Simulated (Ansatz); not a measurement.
# C2H6OSi: up Jacob's ladder to CCSD(T)

The task here is to estimate one member of a computed series from the others.

The runs use Ansatz 0.2.0, Gaussian basis; functionals in def2-TZVPP, the program's frozen cores in correlated methods.

Plan: LDA (SPW92), PBE-D4, revPBE-D4, BLYP-D4, r2SCAN-D4, B97M-V, PBE0-D4, B3LYP-D4, r2SCANh-D4, r2SCAN0-D4, HSE06-D4, BHLYP-D4, CAM-B3LYP-D4, LC-ωPBE, ωB97X-V, ωB97M-V, B2PLYP, PBE-QIDH; CCSD(T)/def2-SVP; CCSD(T)/def2-TZVPP; MP2/def2-QZVPP; extrapolation to the limit; RPA on PBE.

## The geometry

All runs share one geometry, relaxed beforehand with PBE0-D4 in a triple-zeta def2 set.

SMILES `C=C[SiH2]O`, 10 atoms, charge 0, spin multiplicity 1.

Atoms are counted from 1 here; the program's logs count them from 0.

Bond lengths: C1–C2 1.330 Å, C1–H5 1.087 Å, C1–H6 1.086 Å, C2–Si3 1.857 Å, C2–H7 1.090 Å, Si3–O4 1.649 Å, Si3–H8 1.491 Å, Si3–H9 1.484 Å, O4–H10 0.958 Å. Angles: C2–C1–H5 121.4°, C2–C1–H6 122.4°, H5–C1–H6 116.2°, C1–C2–Si3 122.9°, C1–C2–H7 118.3°, Si3–C2–H7 118.9°, C2–Si3–O4 111.4°, C2–Si3–H8 108.7°, C2–Si3–H9 111.0°, O4–Si3–H8 111.1°, O4–Si3–H9 105.7°, H8–Si3–H9 108.9°, Si3–O4–H10 117.3°.

The first run:

Input file in.yaml:

```yaml
crystal:
  periodic: [false, false, false]
  atoms:
    - {symbol: C, position_ang: [0.469443, 1.339171, -0.818765]}
    - {symbol: C, position_ang: [0.221410, 0.866240, 0.399709]}
    - {symbol: Si, position_ang: [-0.462414, -0.834230, 0.700699]}
    - {symbol: O, position_ang: [-0.544613, -1.704611, -0.697655]}
    - {symbol: H, position_ang: [0.269275, 0.747235, -1.707793]}
    - {symbol: H, position_ang: [0.873451, 2.333713, -0.985839]}
    - {symbol: H, position_ang: [0.435146, 1.506675, 1.255328]}
    - {symbol: H, position_ang: [0.393286, -1.520922, 1.710783]}
    - {symbol: H, position_ang: [-1.852468, -0.765663, 1.214577]}
    - {symbol: H, position_ang: [0.280684, -2.019007, -1.068143]}
basis:
  gaussian: {orbitals: def2-TZVPP}
hamiltonian: {xc: lda}
output: {orbitals: {seedname: orbitals}}
```

Among the steps run: LDA; PBE-D4 (GGA); revPBE-D4 (GGA); BLYP-D4 (GGA); r2SCAN-D4 (meta-GGA); B97M-V (meta-GGA); PBE0-D4 (hybrid); B3LYP-D4 (hybrid); r2SCANh-D4 (hybrid); r2SCAN0-D4 (hybrid); HSE06-D4 (hybrid); BHLYP-D4 (hybrid); CAM-B3LYP-D4 (range-separated); LC-ωPBE-D4 (range-separated; the results give it without D4); ωB97X-V (range-separated); ωB97M-V (range-separated); B2PLYP (double hybrid); PBE-QIDH (double hybrid).

One of the session's tables, all rows but one given; the rest of the session is left out.

It belongs to the step «Orbital energies across the functionals». 

| functional | HOMO (eV) | gap (eV) |
| --- | --- | --- |
| LDA (SPW92) | -6.96 | 5.26 |
| PBE-D4 | -6.82 | 5.34 |
| revPBE-D4 | -6.76 | 5.37 |
| BLYP-D4 | -6.66 | 5.33 |
| r2SCAN-D4 | -7.05 | 5.78 |
| B97M-V | -7.07 | 5.81 |
| PBE0-D4 | -7.96 | 7.49 |
| B3LYP-D4 | -7.73 | 7.04 |
| r2SCANh-D4 | -7.48 | 6.58 |
| r2SCAN0-D4 | -8.12 | 7.76 |
| HSE06-D4 | -7.56 | 6.70 |
| BHLYP-D4 | -8.93 | 9.55 |
| CAM-B3LYP-D4 | ? | ? |
| LC-ωPBE | -10.72 | 12.56 |
| ωB97X-V | -10.31 | 12.08 |
| ωB97M-V | -10.20 | 11.81 |

**Question.** Estimate the row for CAM-B3LYP-D4.

As computed: HOMO (eV): -9.30; gap (eV): 9.98. In the column «HOMO (eV)» it lies between ωB97M-V (-10.20) and BHLYP-D4 (-8.93).
